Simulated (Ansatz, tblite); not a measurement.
# The cluster Sn2S4: removing and adding an electron

The task here is to estimate one member of a computed series from the others.

Computed with Ansatz 0.2.0, Gaussian basis. Level: as each input shows.

Levels to be run: charge +1 doublet, at the geometry of the singlet (PBE0-D4/def2-TZVP, PBE-D4/def2-TZVP, r2SCAN-D4/def2-TZVP, CCSD(T)/def2-SVP); charge -1 doublet, at the geometry of the singlet (PBE0-D4/def2-TZVPD, PBE-D4/def2-TZVPD, r2SCAN-D4/def2-TZVPD); the starting singlet's energies come from earlier runs.

5 further runs of the same task are left out: 5 set aside as unsound or not needed. Runs told in other sessions of the task aren't counted.

## The relaxed structure

The singlet was relaxed beforehand with PBE-D4/def2-SVP. At that level it is the lowest of the isomers that a small search found.

6 atoms, charge 0, spin multiplicity 1.

Atoms are counted from 1 here; the program's logs count them from 0.

Bond lengths: Sn1–S3 2.675 Å, Sn1–S4 2.635 Å, Sn1–S6 2.556 Å, Sn2–S3 2.635 Å, Sn2–S4 2.675 Å, Sn2–S5 2.556 Å, S3–S5 2.150 Å, S4–S6 2.150 Å. Angles: S3–Sn1–S4 87.5°, S3–Sn1–S6 93.1°, S4–Sn1–S6 48.9°, S3–Sn2–S4 87.5°, S3–Sn2–S5 48.9°, S4–Sn2–S5 93.0°, Sn1–S3–Sn2 92.5°, Sn1–S3–S5 96.5°, Sn2–S3–S5 63.6°, Sn1–S4–Sn2 92.5°, Sn1–S4–S6 63.6°, Sn2–S4–S6 97.0°, Sn2–S5–S3 67.5°, Sn1–S6–S4 67.5°.

Sn takes a core potential in the def2 sets. No spin-orbit coupling is included.

The first run:

in.yaml reads:

```yaml
crystal:
  periodic: [false, false, false]
  atoms:
    - {symbol: Sn, position_ang: [-0.899399, -0.730070, -1.526625]}
    - {symbol: Sn, position_ang: [0.900455, 0.736042, 1.528000]}
    - {symbol: S, position_ang: [1.555095, 0.170063, -0.960794]}
    - {symbol: S, position_ang: [-1.551828, -0.173147, 0.965093]}
    - {symbol: S, position_ang: [0.983990, 2.204400, -0.562987]}
    - {symbol: S, position_ang: [-0.988312, -2.207298, 0.557314]}
basis:
  gaussian: {orbitals: def2-TZVP}
total_charge: 1
magnetization: {spin_polarized: true, initial_magnetization: 1}
hamiltonian: {xc: pbe0, dispersion: d4}
scf: {omitted_lower_state_checks: [starts]}
output: {orbitals: {seedname: orbitals}}
```

Command:

```
$ ansatz run in.yaml --threads 4 --pin off --events-out ev --progress --plain --max-ram 4787MiB
```

Among the steps run: Charge +1 doublet at the fixed geometry, PBE0-D4/def2-TZVP; Charge +1 doublet at the fixed geometry, PBE-D4/def2-TZVP; Charge +1 doublet at the fixed geometry, r2SCAN-D4/def2-TZVP; Charge +1 doublet at the fixed geometry, CCSD(T)/def2-SVP.

One of the session's tables, all rows but one given; the rest of the session is left out.

It belongs to the step «Vertical ionisation energy». 

| method | vertical ionisation energy (eV) |
| --- | --- |
| HF/def2-SVP | 7.57 |
| PBE-D4/def2-TZVP | 7.57 |
| r2SCAN-D4/def2-TZVP | 7.73 |
| PBE0-D4/def2-TZVP | ? |
| MP2/def2-SVP | 8.08 |
| CCSD/def2-SVP | 7.84 |
| CCSD(T)/def2-SVP | 7.73 |

Estimate the missing values for PBE0-D4/def2-TZVP.

The run gave: vertical ionisation energy (eV): 7.89. In the column «vertical ionisation energy (eV)» it lies between CCSD/def2-SVP (7.84) and MP2/def2-SVP (8.08).

Caveats from the session: The anion's highest level is positive in at least one run, so there the basis alone may hold the extra electron.
